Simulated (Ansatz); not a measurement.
# CH5OSn+ (SMILES [CH2+][O][SnH3]): one structure at several levels

An exercise on one series of results from a longer session: the logs are not shown, and one member is left open.

Method: single points in def2-TZVPP; program: Ansatz 0.2.0, Gaussian basis.

Cores are frozen in the correlated methods. Filled d shells of the heavier atoms are correlated. Core potentials replace the inner electrons past krypton, and spin-orbit coupling is left out.

### The starting structure

SMILES `[CH2+][O][SnH3]`, 8 atoms, charge 1, spin multiplicity 1.

Atoms are counted from 1 here; the program's logs count them from 0.

Bond lengths: C1–O2 1.145 Å, C1–H4 1.223 Å, C1–H5 1.274 Å, O2–Sn3 2.359 Å, Sn3–H6 1.712 Å, Sn3–H7 1.858 Å, Sn3–H8 1.943 Å. Angles: O2–C1–H4 128.4°, O2–C1–H5 109.0°, H4–C1–H5 122.1°, C1–O2–Sn3 142.1°, O2–Sn3–H6 93.5°, O2–Sn3–H7 98.9°, O2–Sn3–H8 85.9°, H6–Sn3–H7 133.6°, H6–Sn3–H8 117.1°, H7–Sn3–H8 108.2°.

As a file:

```
C    -0.31730    0.85790   -1.47830
O    -0.61610    0.23640   -0.56380
Sn    0.26510   -0.73220    1.39890
H    -1.03870    1.32060   -2.35020
H     0.95340    0.87090   -1.57440
H    -0.82880    0.09400    2.42380
H     2.07530   -0.53380    1.02990
H    -0.32410   -2.42890    0.65750
```

The first run:

The input, run/in.yaml:

```yaml
crystal:
  periodic: [false, false, false]
  atoms:
    - {symbol: C, position_ang: [-0.317300, 0.857900, -1.478300]}
    - {symbol: O, position_ang: [-0.616100, 0.236400, -0.563800]}
    - {symbol: Sn, position_ang: [0.265100, -0.732200, 1.398900]}
    - {symbol: H, position_ang: [-1.038700, 1.320600, -2.350200]}
    - {symbol: H, position_ang: [0.953400, 0.870900, -1.574400]}
    - {symbol: H, position_ang: [-0.828800, 0.094000, 2.423800]}
    - {symbol: H, position_ang: [2.075300, -0.533800, 1.029900]}
    - {symbol: H, position_ang: [-0.324100, -2.428900, 0.657500]}
basis:
  gaussian: {orbitals: def2-TZVPP}
total_charge: 1
correlation: {method: ccsd_t}
output: {forces: true}
```

No record of the launch command was kept for these runs.

Steps of the session up to this table: CCSD(T)/def2-TZVPP; PBE0-D4/def2-TZVPP; wB97M-V/def2-TZVPP; r2SCAN-D4/def2-TZVPP; PBE-D4/def2-TZVPP; BHLYP-D4/def2-TZVPP; SPW92/def2-TZVPP.

One table of the session follows, with a row left open; its other results are not shown here.

| method | RMS force component (eV/Å) | angle to CCSD(T) forces (°) |
| --- | --- | --- |
| CCSD(T) | 2.872 | reference |
| PBE0-D4 | 2.613 | 3.4 |
| wB97M-V | 2.692 | 2.8 |
| r2SCAN-D4 | 2.656 | 2.3 |
| PBE-D4 | 2.736 | 3.2 |
| BHLYP-D4 | 2.520 | 7.7 |
| SPW92 | ? | ? |

**Question.** Estimate the row for SPW92.

As computed: RMS force component (eV/Å): 2.570; angle to CCSD(T) forces (°): 2.8. In the column «RMS force component (eV/Å)» it lies between BHLYP-D4 (2.520) and PBE0-D4 (2.613).
